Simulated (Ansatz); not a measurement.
What does this script print? It uses Ansatz 0.2.0, Python API.

Script `run_convert.py`:
```python
"""Chain to YAML and back, for NaLiTbWO6."""

from pathlib import Path

import ansatz as az


def main() -> None:
    lattice = az.Lattice.of(
        [0.0, 4.177378, 4.177378],
        [4.177378, 0.0, 4.177378],
        [4.177378, 4.177378, 0.0],
    )
    sites = [
        ("Na", [0.25, 0.25, 0.25]),
        ("Li", [0.75, 0.75, 0.75]),
        ("Tb", [0.0, 0.0, 0.0]),
        ("W", [0.5, 0.5, 0.5]),
        ("O", [0.732269, 0.267731, 0.267731]),
        ("O", [0.267731, 0.732269, 0.732269]),
        ("O", [0.732269, 0.732269, 0.267731]),
        ("O", [0.267731, 0.267731, 0.732269]),
        ("O", [0.267731, 0.732269, 0.267731]),
        ("O", [0.732269, 0.267731, 0.732269]),
    ]
    cell = az.Crystal(lattice=lattice)
    for symbol, position in sites:
        cell = cell.atom(symbol, position)
    cell = cell.moments(Tb=7.8)

    job = (
        cell.calculation()
        .spin("collinear")  # two spin channels
        .basis(21 * az.Ha)
        .functional(az.Functional.PBE)
        .kpoints(spacing=0.32)  # the mesh must be finer for metals
        .occupations("Fermi-Dirac", width=0.05)  # the run then minimises F = E - TS
        .forces()  # minus the gradient of the free energy
        .stress()
    )
    Path("written.yaml").write_text(job.to_yaml())
    back = az.Calculation.from_yaml("written.yaml")
    print(back.to_python())
    print("same input:", back.to_yaml() == job.to_yaml())


if __name__ == "__main__":
    main()
```

```console
$ python run_convert.py
(
    az.Lattice.of(((0.0, 4.177378, 4.177378), (4.177378, 0.0, 4.177378), (4.177378, 4.177378, 0.0)))
    .atom("Na", (0.25, 0.25, 0.25))
    .atom("Li", (0.75, 0.75, 0.75))
    .atom("Tb", (0.0, 0.0, 0.0))
    .atom("W", (0.5, 0.5, 0.5))
    .atom("O", (0.732269, 0.267731, 0.267731))
    .atom("O", (0.267731, 0.732269, 0.732269))
    .atom("O", (0.732269, 0.732269, 0.267731))
    .atom("O", (0.267731, 0.267731, 0.732269))
    .atom("O", (0.267731, 0.732269, 0.267731))
    .atom("O", (0.732269, 0.267731, 0.732269))
    .moments({"Tb": 7.8})
    .calculation()
    .basis(cutoff=571.4391111657479)
    .kpoints(spacing=0.32)
    .functional("pbe")
    .spin("collinear")
    .occupations(method="fermi_dirac", width=0.05)
    .forces()
    .stress()
)

same input: True
```

`written.yaml`, as written:
```yaml
crystal:
  lattice:
    - [0.0, 4.177378, 4.177378]
    - [4.177378, 0.0, 4.177378]
    - [4.177378, 4.177378, 0.0]
  atoms:
    - { symbol: Na, position: [0.25, 0.25, 0.25] }
    - { symbol: Li, position: [0.75, 0.75, 0.75] }
    - { symbol: Tb, position: [0.0, 0.0, 0.0] }
    - { symbol: W, position: [0.5, 0.5, 0.5] }
    - { symbol: O, position: [0.732269, 0.267731, 0.267731] }
    - { symbol: O, position: [0.267731, 0.732269, 0.732269] }
    - { symbol: O, position: [0.732269, 0.732269, 0.267731] }
    - { symbol: O, position: [0.267731, 0.267731, 0.732269] }
    - { symbol: O, position: [0.267731, 0.732269, 0.267731] }
    - { symbol: O, position: [0.732269, 0.267731, 0.732269] }
basis:
  ecutwfc: 571.4391111657479
kpoints:
  mp_grid:
    kspacing: 0.32
hamiltonian:
  xc: pbe
magnetization:
  spin_polarized: true
  per_species:
    Tb: 7.8
scf:
  occupations:
    method: fermi_dirac
    width: 0.05
output:
  forces: true
  stress: true
```

The input is only written out: it wasn't run, and its settings aren't tested. The structure comes from a database and needn't be a stable phase.
